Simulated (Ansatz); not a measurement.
# GeFH3 (GeH₃F): structure and electronic state

Aim: characterise GeFH3 (GeH₃F) as a singlet: its structure, frontier levels and distribution of charge.

Computed with Ansatz 0.2.0, Gaussian basis. Level: RKS PBE0-D4/def2-TZVP.

Plan: relaxation at PBE-D4/def2-TZVP; a single point at PBE0-D4/def2-TZVP.

## Step 1: The starting structure

5 atoms, charge 0, spin multiplicity 1.

Atoms are counted from 1 here; the program's logs count them from 0.

Bond lengths: Ge1–F2 1.735 Å, Ge1–H3 1.493 Å, Ge1–H4 1.492 Å, Ge1–H5 1.493 Å. Angles: F2–Ge1–H3 103.4°, F2–Ge1–H4 103.3°, F2–Ge1–H5 103.4°, H3–Ge1–H4 114.7°, H3–Ge1–H5 114.9°, H4–Ge1–H5 114.9°.

The start is a GFN2-xTB geometry.

## Step 2: Relaxation at PBE-D4/def2-TZVP

Input file in.yaml:

```yaml
crystal:
  periodic: [false, false, false]
  atoms:
    - {symbol: Ge, position_ang: [-0.001260, 0.000720, -0.139740]}
    - {symbol: F, position_ang: [0.010260, -0.018210, 1.594920]}
    - {symbol: H, position_ang: [1.448570, 0.011740, -0.494610]}
    - {symbol: H, position_ang: [-0.731820, 1.260740, -0.465520]}
    - {symbol: H, position_ang: [-0.725750, -1.254990, -0.495050]}
basis:
  gaussian: {orbitals: def2-TZVP}
hamiltonian: {xc: pbe, dispersion: d4}
scf: {omitted_lower_state_checks: [starts]}
output: {orbitals: {seedname: orbitals}}
relax: {f_tol: 0.02, max_steps: 100}
```

Launch:

```console
> ansatz run in.yaml --threads 4 --pin off --events-out ev --progress --plain --max-ram 3916MiB
```

Further steps of the session: Single point, PBE0-D4/def2-TZVP.

Before running them: what should the planned runs give, taken together? Wanted: point group; commonest bond, hydrogen aside; HOMO, LUMO at PBE0-D4/def2-TZVP; dipole at PBE-D4/def2-TZVP.

The runs gave:

```
                       quantity                           value
                    point group                             C3v
 commonest bond, hydrogen aside  F–Ge, 1 of mean length 1.766 Å
HOMO, LUMO at PBE0-D4/def2-TZVP                 -9.70, -0.22 eV
     dipole at PBE-D4/def2-TZVP                          2.08 D
```

In words: The molecule keeps its bonding pattern by the stored test; the atoms moved 0.06 Å (rms). No usable vibrations, so a minimum isn't proven.
